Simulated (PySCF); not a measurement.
# A gas-phase reaction: CH5ClOSi + FH → ClFH2Si + CH4O

Aim: the reaction energy of `CO[SiH2]Cl` + `F` → `F[SiH2]Cl` + `CO`.

Computed with PySCF 2.14.0; each step states its level. No surroundings beyond the atoms listed, unless a continuum is named. Atoms count from 0, parts from 1.

## (1) The system as given

Each species was relaxed by itself at PBE0-D3(BJ)/def2-SVPD.

## (2) Reaction energy: wB97M-D3(BJ)/def2-TZVPD

The job: settings as JSON, then the geometry in Å.

```
{"job": {"kind": "react", "xc": "wB97M-D3(BJ)", "basis": "def2-TZVPD"}, "charge": 0, "multiplicity": 1}
-1 CH5ClOSi charge 0 multiplicity 1
C     -0.234770     0.095190     1.395800
O     -0.415390     0.666000     0.120540
Si     0.077140    -0.019620    -1.299550
Cl     2.149070    -0.227430    -1.328350
H      0.830980     0.077350     1.673380
H     -0.628510    -0.934270     1.437720
H     -0.779130     0.708660     2.125140
H     -0.467760    -1.395650    -1.448710
H     -0.317580     0.910290    -2.380250

-1 FH charge 0 multiplicity 1
F      0.458980    -0.017160    -0.027000
H     -0.458980     0.017160     0.027000

+1 ClFH2Si charge 0 multiplicity 1
F     -0.704750     1.460820    -0.163040
Si    -0.039490    -0.016830    -0.004630
Cl     2.006620     0.202400     0.080470
H     -0.387770    -0.800370    -1.210800
H     -0.511760    -0.593280     1.274120

+1 CH4O charge 0 multiplicity 1
C     -0.335960     0.064720     0.005110
O      1.016640     0.397430    -0.179660
H     -0.659600    -0.761690    -0.651730
H     -0.926820     0.953350    -0.252050
H     -0.563860    -0.205240     1.051230
H      1.566430    -0.359230     0.034740
```

Method: wB97M-D3(BJ)/def2-TZVPD reaction energy of separated species, gas phase.

Started as:

```
OMP_NUM_THREADS=1 python cluster_run.py task.json out
```

This one command runs all jobs of the session in turn.

**Question.** The jobs that follow are: PBE0-D3(BJ)/def2-TZVPD reaction energy of separated species, gas phase. Predict: reaction energy (wB97M-D3(BJ)/def2-TZVPD); ΔH, ΔG at 298 K (xTB thermal terms). Thermal terms come from harmonic xTB runs on each species.

**Answer**, as computed:

| quantity | value |
| --- | --- |
| reaction energy (wB97M-D3(BJ)/def2-TZVPD) | -7.53 kcal/mol |
| ΔH, ΔG at 298 K (xTB thermal terms) | -6.8, -8.2 kcal/mol |
| range of the reaction energy over the runs of this table | -7.53 to -7.05 kcal/mol |

**Reading.** The reaction is exothermic by 6.8 kcal/mol in the gas phase; dispersion gives +1.08, and xTB itself gave -11.67 for the electronic energy (xTB energies and thermal terms come from the earlier relaxation of each species, not shown). No barrier was sought. The reaction energy runs from -7.53 (wB97M-D3(BJ)/def2-TZVPD) to -7.05 kcal/mol (PBE0-D3(BJ)/def2-TZVPD).
